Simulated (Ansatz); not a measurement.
# ClF3H2O2Ta: the cost of one run

All numbers below are computed with Ansatz 0.2.0 (UKS PBE/def2-SVP).

### Step 1. Starting point

Bond lengths: Ta1–Cl2 2.720 Å, Ta1–O3 2.020 Å, O3–H4 1.010 Å, Ta1–O5 2.020 Å, O5–H6 1.010 Å, Ta1–F7 1.930 Å, Ta1–F8 1.930 Å, Cl2–F9 1.800 Å. Angles: Ta1–Cl2–F9 180.0°, Cl2–Ta1–O3 90.0°, Cl2–Ta1–O5 90.0°, Cl2–Ta1–F7 120.0°, Cl2–Ta1–F8 120.0°, O3–Ta1–O5 180.0°, O3–Ta1–F7 90.0°, O3–Ta1–F8 90.0°, O5–Ta1–F7 90.0°, O5–Ta1–F8 90.0°, F7–Ta1–F8 120.0°, Ta1–O3–H4 109.5°, Ta1–O5–H6 109.5°.

Structure file:

```xyz
9

Ta    0.0000    0.0000    0.0000
Cl    2.7200    0.0000    0.0000
O     0.0000    0.0000    2.0200
H    -0.2547   -0.9174    2.3571
O     0.0000    0.0000   -2.0200
H    -0.6343   -0.7100   -2.3571
F    -0.9650    1.6714    0.0000
F    -0.9650   -1.6714    0.0000
F     4.5200    0.0000    0.0000
```

### Step 2. A restrained relaxation towards end A

Springs on the bonds that form and break draw the guess towards this end; the thresholds are loose.

The input, input.yaml:

```yaml
crystal:
  periodic: [false, false, false]
  atoms:
    - { symbol: Ta, position_ang: [0.0, 0.0, 0.0] }
    - { symbol: Cl, position_ang: [2.72, 0.0, 0.0] }
    - { symbol: O, position_ang: [0.0, 0.0, 2.02] }
    - { symbol: H, position_ang: [-0.2547, -0.9174, 2.3571] }
    - { symbol: O, position_ang: [0.0, 0.0, -2.02] }
    - { symbol: H, position_ang: [-0.6343, -0.71, -2.3571] }
    - { symbol: F, position_ang: [-0.965, 1.6714, 0.0] }
    - { symbol: F, position_ang: [-0.965, -1.6714, 0.0] }
    - { symbol: F, position_ang: [4.52, 0.0, 0.0] }
magnetization:
  spin_polarized: true
  initial_magnetization: 1
basis:
  gaussian: { orbitals: def2-SVP }
hamiltonian:
  xc: pbe
relax:
  f_tol: 0.15
  max_steps: 25
  restrain:
    - { distance: [1, 8], at: 2.7, k: 30.0 }
    - { distance: [0, 1], at: 2.47, k: 30.0 }
output:
  orbitals: {}
```

The run is started by

```sh
> ansatz run input.yaml --threads 4 --pin off --max-ram 5120MiB --backend cpu --events-out ev --progress --plain --runs-dir out
```

**Question.** How long does this run take on 4 threads of Intel Xeon 6975P-C (Granite Rapids), shared host, and how much memory does it need?

About 53 s, with a peak of 0.36 GiB.
